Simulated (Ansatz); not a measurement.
# C3H6ClNSi: up Jacob's ladder to CCSD(T)

The task here is to estimate one member of a computed series from the others.

Computed with Ansatz 0.2.0, Gaussian basis. Level: functionals in def2-TZVPP, the program's frozen cores in correlated methods.

Plan: PBE-D4, r2SCAN-D4, PBE0-D4, B3LYP-D4, ωB97X-V, ωB97M-V, B2PLYP; CCSD(T)/def2-TZVPP; MP2/def2-QZVPP; extrapolation to the limit.

### The geometry

The geometry comes from an earlier relaxation with PBE0-D4 in a triple-zeta def2 set; it is a stationary point, not always the lowest conformer.

SMILES `C[Si]1(Cl)CC1=N`, 12 atoms, charge 0, spin multiplicity 1.

Atoms are counted from 1 here; the program's logs count them from 0.

Bond lengths: C1–Si2 1.851 Å, C1–H7 1.092 Å, C1–H8 1.092 Å, C1–H9 1.092 Å, Si2–Cl3 2.049 Å, Si2–C4 1.855 Å, Si2–C5 1.839 Å, C4–C5 1.525 Å, C4–H10 1.090 Å, C4–H11 1.091 Å, C5–N6 1.256 Å, N6–H12 1.022 Å. Angles: Si2–C1–H7 109.6°, Si2–C1–H8 110.3°, Si2–C1–H9 110.8°, H7–C1–H8 108.9°, H7–C1–H9 108.8°, H8–C1–H9 108.5°, C1–Si2–Cl3 111.5°, C1–Si2–C4 122.0°, C1–Si2–C5 124.1°, Cl3–Si2–C4 117.9°, Cl3–Si2–C5 119.2°, C4–Si2–C5 48.7°, Si2–C4–C5 65.1°, Si2–C4–H10 120.9°, Si2–C4–H11 120.1°, C5–C4–H10 114.4°, C5–C4–H11 116.1°, H10–C4–H11 112.1° and more.

Set-up of the first run:

File in.yaml:

```yaml
crystal:
  periodic: [false, false, false]
  atoms:
    - {symbol: C, position_ang: [0.143214, -1.913840, -0.361788]}
    - {symbol: Si, position_ang: [0.515595, -0.254296, 0.369730]}
    - {symbol: Cl, position_ang: [2.229963, -0.297186, 1.490806]}
    - {symbol: C, position_ang: [-0.828960, 0.917202, 0.881592]}
    - {symbol: C, position_ang: [-0.044137, 1.340817, -0.354849]}
    - {symbol: N, position_ang: [-0.132332, 2.352719, -1.094254]}
    - {symbol: H, position_ang: [-0.773053, -1.855592, -0.953328]}
    - {symbol: H, position_ang: [0.005993, -2.653964, 0.429905]}
    - {symbol: H, position_ang: [0.958308, -2.245351, -1.007645]}
    - {symbol: H, position_ang: [-0.701367, 1.572992, 1.742366]}
    - {symbol: H, position_ang: [-1.874816, 0.653808, 0.718617]}
    - {symbol: H, position_ang: [0.578791, 2.327492, -1.827151]}
basis:
  gaussian: {orbitals: def2-TZVPP}
hamiltonian: {xc: pbe, dispersion: d4}
output: {forces: true, orbitals: {seedname: orbitals}}
```

Launch:

```sh
$ ansatz run in.yaml --threads 4 --pin off --events-out ev --progress --plain --max-ram 10444MiB
```

Among the steps run: PBE-D4 (GGA); r2SCAN-D4 (meta-GGA); PBE0-D4 (hybrid); B3LYP-D4 (hybrid); ωB97X-V (range-separated); ωB97M-V (range-separated); B2PLYP (double hybrid); CCSD(T) in def2-TZVPP; MP2 in def2-QZVPP.

One of the session's tables, all rows but one given; the rest of the session is left out.

| method | atomisation energy (kcal/mol) |
| --- | --- |
| PBE-D4 | 1140.8 |
| r2SCAN-D4 | 1112.3 |
| PBE0-D4 | 1117.3 |
| B3LYP-D4 | 1106.6 |
| ωB97X-V | 1111.2 |
| ωB97M-V | 1112.5 |
| B2PLYP | 1093.7 |
| HF/def2-TZVPP | 785.2 |
| MP2/def2-TZVPP | 1095.5 |
| CCSD/def2-TZVPP | 1051.9 |
| CCSD(T)/def2-TZVPP | 1072.5 |
| MP2/CBS | 1127.0 |
| CCSD(T)/CBS | ? |

Estimate the missing values for CCSD(T)/CBS.

**Answer.** atomisation energy (kcal/mol): 1104.1. In the column «atomisation energy (kcal/mol)» it lies between MP2/def2-TZVPP (1095.5) and B3LYP-D4 (1106.6).
